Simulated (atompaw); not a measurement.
**Pseudopotential generation for Zr: PAW (atompaw), PBE**

Do these settings give a usable potential? It is generated, then checked for scattering, ghosts and hardness.

The numbers are computed with atompaw 4.2.0.5 (PBE, scalar-relativistic, spin-unpolarised reference atom).

### Step 1. The design

Typed settings, in words:

* element: zirconium (Zr, Z = 40)
* type: PAW
* frozen core: [Kr]
* valence charge: 4
* reference configuration: 4d2.5 5s1.5 5p0
* partial waves: 5s (bound): rc 3.00 bohr; 5s channel at 1.8 Ry: rc 3.00 bohr; 5p (bound, empty): rc 3.00 bohr; 5p channel at 1.65 Ry: rc 3.00 bohr; 4d (bound): rc 2.20 bohr; 4d channel at 0.25 Ry: rc 2.20 bohr
* local potential: troulliermartins scheme with l = 3 at 0 Ry, radius 2.40 bohr
* core correction: smooth core density matched at 2.20 bohr
* augmentation charge: sinc compensation charge, radius 2.45 bohr; PAW radius 3.00 bohr; waves and projectors: custom rrkj gramschmidtortho

An earlier all-electron run gives the scale for the radii.

All-electron outer shells of the reference configuration (PBE, scalar-relativistic, ld1.x):

| shell | level (eV) | outermost node (bohr) | outermost maximum (bohr) |
| --- | --- | --- | --- |
| 4s | -53.38 | 0.55 | 1.08 |
| 4p | -31.41 | 0.56 | 1.17 |
| 5s | -4.12 | 1.47 | 3.19 |
| 4d | -2.91 | 0.58 | 1.63 |
| 5p | -1.31 | 1.71 | 4.26 |

### Step 2. Generating the potential

Contents of Zr.input:

```
Zr 40
GGA-PBE scalarrelativistic loggrid 1500 logderivrange -2 5 176
5 5 4 0 0 0
5 0 1.5
5 1 0
4 2 2.5
0 0 0
c
c
c
c
v
c
c
c
v
c
v
2
3.00 2.45 2.40 2.20
y
1.8
n
y
1.65
n
y
0.25
n
custom rrkj gramschmidtortho sinc
3 0 troulliermartins
3.00
3.00
3.00
3.00
2.20
2.20
PWSCFOUT
UPFDX 0.0125d0 UPFXMIN -7.d0 UPFZMESH 40.d0
END
```

Launch:

```sh
$ atompaw < Zr.input > Zr.log
```

What does the calculation give? Wanted: cutoffs for 10 and 1 mRy, occupied levels; bound ghosts; largest phase difference near zero energy, channels read; lowest eigenvalue of the overlap; share of valence orbitals outside the PAW sphere; UPF file.

**Answer**, as computed:

| quantity | value |
| --- | --- |
| cutoffs for 10 and 1 mRy, occupied levels | 18 Ry and 21 Ry |
| bound ghosts | s at -56.63 eV, p at -19.12 eV |
| largest phase difference near zero energy, channels read | 0.005 rad |
| lowest eigenvalue of the overlap (Bessel basis) | 0.556 (s) |
| share of valence orbitals outside the PAW sphere | 5s 70 %, 5p 90 %, 4d 25 % |
| UPF file | written |

It has a bound ghost (s, p), a state that the atom doesn't have, and that rules the file out. The potential is soft on the atom at that tolerance: the looser tolerance needs 18 Ry. The slowest occupied level is 4d: taken alone it needs 21 Ry to come within 1 mRy, against 8 Ry for 5s. Near zero energy the phases of the channels with partial waves agree within 0.005 rad. The pseudo curves have a pole with no partner nearby in the atom's: p at -1.37 Ry.
